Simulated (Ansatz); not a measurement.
# Ge2Bi2S: the cost of one run

Method: DFT PBE, scalar-relativistic, plane waves, PAW, in Ansatz 0.2.0.

### 1 The structure to begin with

Symmetry: P4/mmm, No. 123, tetragonal system. Conventional cell: a = 4.842 Å, b = 4.842 Å, c = 5.065 Å, α = 90.00°, β = 90.00°, γ = 90.00°. Ge (site symmetry mmm) is surrounded by 2 Bi at 2.42 Å. Around Bi (site symmetry 4/mmm) lie 4 S at 3.42 Å and 8 Ge at 3.50 Å. Bi (site symmetry 4/mmm) is surrounded by 4 Ge at 2.42 Å and 2 S at 2.53 Å. S (site symmetry 4/mmm) has 6 Bi at 2.53 to 3.42 Å as nearest neighbours.

Structure file:

```cif
data_structure
_symmetry_space_group_name_H-M 'P 1'
_symmetry_Int_Tables_number 1
_cell_length_a 4.8425
_cell_length_b 4.8425
_cell_length_c 5.0646
_cell_angle_alpha 90.000
_cell_angle_beta 90.000
_cell_angle_gamma 90.000
_cell_volume 118.76
loop_
_atom_site_label
_atom_site_type_symbol
_atom_site_fract_x
_atom_site_fract_y
_atom_site_fract_z
_atom_site_occupancy
Ge1 Ge 0.50000 0.00000 0.50000 1
Ge2 Ge 0.00000 0.50000 0.50000 1
Bi1 Bi 0.50000 0.50000 0.00000 1
Bi2 Bi 0.00000 0.00000 0.50000 1
S1 S 0.00000 0.00000 0.00000 1
```

The cell is invented: random cell by space group and Wyckoff sites (P4/mmm, No. 123). The dimensions are guesses.

### 2 Probe: one point on a coarse mesh

input.yaml reads:

```yaml
crystal:
  lattice:
    - [4.84247398, 0.0, 0.0]
    - [0.0, 4.84247398, 0.0]
    - [0.0, 0.0, 5.06456455]
  atoms:
    - { symbol: Ge, position: [0.5, 0.0, 0.5] }
    - { symbol: Ge, position: [0.0, 0.5, 0.5] }
    - { symbol: Bi, position: [0.5, 0.5, 0.0] }
    - { symbol: Bi, position: [0.0, 0.0, 0.5] }
    - { symbol: S, position: [0.0, 0.0, 0.0] }
basis:
  ecutwfc: 420
kpoints:
  mp_grid: { grid: [4, 4, 4] }
hamiltonian:
  xc: pbe
scf:
  occupations: { method: gaussian, width: 0.1 }
  lower_state_search: "off"
output:
  forces: true
  stress: true
  eigenvalues: true
```

Launch:

```console
ansatz run input.yaml --threads 1 --pin off --max-ram 2560MiB --backend cpu --events-out ev --progress --plain --runs-dir out
```

What time and memory should one allow on 1 thread of Intel Xeon 6975P-C (Granite Rapids), shared host?

About 2.6 s, with a peak of 0.46 GiB.
